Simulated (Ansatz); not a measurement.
# CH₅FO₂Zr: how energies converge with the basis set

The task here is to estimate one member of a computed series from the others.

The runs use Ansatz 0.2.0, Gaussian basis; one geometry, several basis sets.

The runs, in order: PBE0-D4/def2-SVP; ωB97M-V/def2-SVP; PBE0-D4/def2-QZVPP; ωB97M-V/def2-QZVPP; the functionals' def2-TZVPP values are taken from earlier runs.

1 further run of the same task is left out (for a known fault of the program). Runs told in other sessions of the task aren't counted.

### Structure used throughout

The geometry comes from an earlier relaxation with PBE0-D4 in a triple-zeta def2 set; it is a stationary point, not always the lowest conformer. Zr takes the def2 core potential; no spin-orbit term is included.

SMILES `[CH3][Zr]([OH])([OH])[F]`, 10 atoms, charge 0, spin multiplicity 1.

Atoms are counted from 1 here; the program's logs count them from 0.

Bond lengths: C1–Zr2 2.224 Å, C1–H6 1.096 Å, C1–H7 1.096 Å, C1–H8 1.095 Å, Zr2–O3 1.915 Å, Zr2–O4 1.915 Å, Zr2–F5 1.917 Å, O3–H9 0.952 Å, O4–H10 0.952 Å. Angles: Zr2–C1–H6 111.0°, Zr2–C1–H7 111.0°, Zr2–C1–H8 111.4°, H6–C1–H7 107.8°, H6–C1–H8 107.7°, H7–C1–H8 107.7°, C1–Zr2–O3 105.6°, C1–Zr2–O4 105.6°, C1–Zr2–F5 106.7°, O3–Zr2–O4 114.5°, O3–Zr2–F5 111.8°, O4–Zr2–F5 111.8°, Zr2–O3–H9 167.5°, Zr2–O4–H10 167.8°.

Geometry (Å):

```xyz
10
charge 0, multiplicity 1
C    -1.4492   -0.4946   -0.4131
Zr    0.4074    0.5343    0.2517
O     1.0583   -0.4835    1.7381
O     1.5671    0.5434   -1.2726
F    -0.1021    2.3081    0.7708
H    -2.1861   -0.5375    0.3970
H    -1.9089    0.0308   -1.2579
H    -1.2450   -1.5226   -0.7321
H     1.5678   -0.9260    2.4100
H     2.2906    0.5475   -1.8918
```

The first run:

Contents of in.yaml:

```yaml
crystal:
  periodic: [false, false, false]
  atoms:
    - {symbol: C, position_ang: [-1.449159, -0.494641, -0.413126]}
    - {symbol: Zr, position_ang: [0.407394, 0.534342, 0.251683]}
    - {symbol: O, position_ang: [1.058324, -0.483477, 1.738106]}
    - {symbol: O, position_ang: [1.567118, 0.543386, -1.272622]}
    - {symbol: F, position_ang: [-0.102057, 2.308058, 0.770840]}
    - {symbol: H, position_ang: [-2.186057, -0.537485, 0.396988]}
    - {symbol: H, position_ang: [-1.908930, 0.030806, -1.257925]}
    - {symbol: H, position_ang: [-1.245036, -1.522555, -0.732111]}
    - {symbol: H, position_ang: [1.567840, -0.925953, 2.409989]}
    - {symbol: H, position_ang: [2.290563, 0.547500, -1.891811]}
basis:
  gaussian: {orbitals: def2-SVP}
hamiltonian: {xc: pbe0, dispersion: d4}
output: {orbitals: {seedname: orbitals}}
```

Launch:

```bash
> ansatz run in.yaml --threads 4 --pin off --events-out ev --progress --plain --max-ram 10444MiB
```

Steps of the session up to this table: PBE0-D4 in def2-SVP; ωB97M-V in def2-SVP; PBE0-D4 in def2-QZVPP; ωB97M-V in def2-QZVPP.

One table of the session follows, with a row left open; its other results are not shown here.

It belongs to the step «Density functionals: the series». 

```
functional       basis  HOMO (eV)
   PBE0-D4    def2-SVP      -7.38
   PBE0-D4  def2-TZVPP      -7.48
   PBE0-D4  def2-QZVPP      -7.50
   ωB97M-V    def2-SVP      -9.64
   ωB97M-V  def2-TZVPP          ?
   ωB97M-V  def2-QZVPP      -9.78
```

Q: Estimate the row for ωB97M-V, def2-TZVPP from the others.

The run gave: HOMO (eV): -9.76. In the column «HOMO (eV)» it lies between ωB97M-V, def2-QZVPP (-9.78) and ωB97M-V, def2-SVP (-9.64).
